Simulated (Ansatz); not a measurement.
# CH8ClNSi2: the cost of one run

Computed with Ansatz 0.2.0, Gaussian basis. Level: the settings change from run to run.

## Step 1: The molecule

The structure was relaxed beforehand with PBE0-D4 in a triple-zeta def2 set.

SMILES `C[SiH2][SiH](N)Cl`, 13 atoms, charge 0, spin multiplicity 1.

Atoms are counted from 1 here; the program's logs count them from 0.

Bond lengths: C1–Si2 1.873 Å, C1–H6 1.092 Å, C1–H7 1.092 Å, C1–H8 1.092 Å, Si2–Si3 2.338 Å, Si2–H9 1.490 Å, Si2–H10 1.493 Å, Si3–N4 1.706 Å, Si3–Cl5 2.092 Å, Si3–H11 1.484 Å, N4–H12 1.007 Å, N4–H13 1.008 Å. Angles: Si2–C1–H6 110.2°, Si2–C1–H7 110.8°, Si2–C1–H8 110.9°, H6–C1–H7 108.0°, H6–C1–H8 108.6°, H7–C1–H8 108.2°, C1–Si2–Si3 111.3°, C1–Si2–H9 111.1°, C1–Si2–H10 110.7°, Si3–Si2–H9 109.2°, Si3–Si2–H10 106.9°, H9–Si2–H10 107.5°, Si2–Si3–N4 110.0°, Si2–Si3–Cl5 105.7°, Si2–Si3–H11 115.6°, N4–Si3–Cl5 114.4°, N4–Si3–H11 107.0°, Cl5–Si3–H11 104.3° and more.

As a file:

```
C    -0.7782   -1.0385    1.8927
Si    0.5438   -0.7031    0.6096
Si   -0.2913    0.5813   -1.1565
N     0.9972    1.2006   -2.0873
Cl   -1.4980    2.0430   -0.2723
H    -1.1932   -0.0984    2.2617
H    -1.5946   -1.6234    1.4634
H    -0.3679   -1.5939    2.7388
H     1.1010   -1.9756    0.0695
H     1.6761    0.0639    1.2075
H    -1.2000   -0.1266   -2.0917
H     1.8005    1.6087   -1.6366
H     0.8251    1.6271   -2.9841
```

## Step 2: B2PLYP/def2-SVPD

This run has multiplicity 3.

in.yaml reads:

```yaml
crystal:
  periodic: [false, false, false]
  atoms:
    - {symbol: C, position_ang: [-0.778207, -1.038479, 1.892707]}
    - {symbol: Si, position_ang: [0.543823, -0.703093, 0.609596]}
    - {symbol: Si, position_ang: [-0.291270, 0.581296, -1.156470]}
    - {symbol: N, position_ang: [0.997229, 1.200647, -2.087280]}
    - {symbol: Cl, position_ang: [-1.498000, 2.043043, -0.272341]}
    - {symbol: H, position_ang: [-1.193179, -0.098379, 2.261739]}
    - {symbol: H, position_ang: [-1.594638, -1.623358, 1.463399]}
    - {symbol: H, position_ang: [-0.367950, -1.593883, 2.738768]}
    - {symbol: H, position_ang: [1.100950, -1.975638, 0.069524]}
    - {symbol: H, position_ang: [1.676121, 0.063865, 1.207490]}
    - {symbol: H, position_ang: [-1.200024, -0.126617, -2.091685]}
    - {symbol: H, position_ang: [1.800459, 1.608747, -1.636578]}
    - {symbol: H, position_ang: [0.825088, 1.627051, -2.984069]}
basis:
  gaussian: {orbitals: def2-SVPD}
magnetization: {spin_polarized: true, initial_magnetization: 2}
hamiltonian: {xc: {name: B2PLYP}}
```

On the command line:

```sh
$ ansatz run in.yaml --threads 4 --pin off --events-out ev --progress --plain --max-ram 10444MiB
```

Q: Estimate wall time and peak memory on 4 threads of AMD EPYC 7B13, shared host.

About 15 s, with a peak of 0.79 GiB.
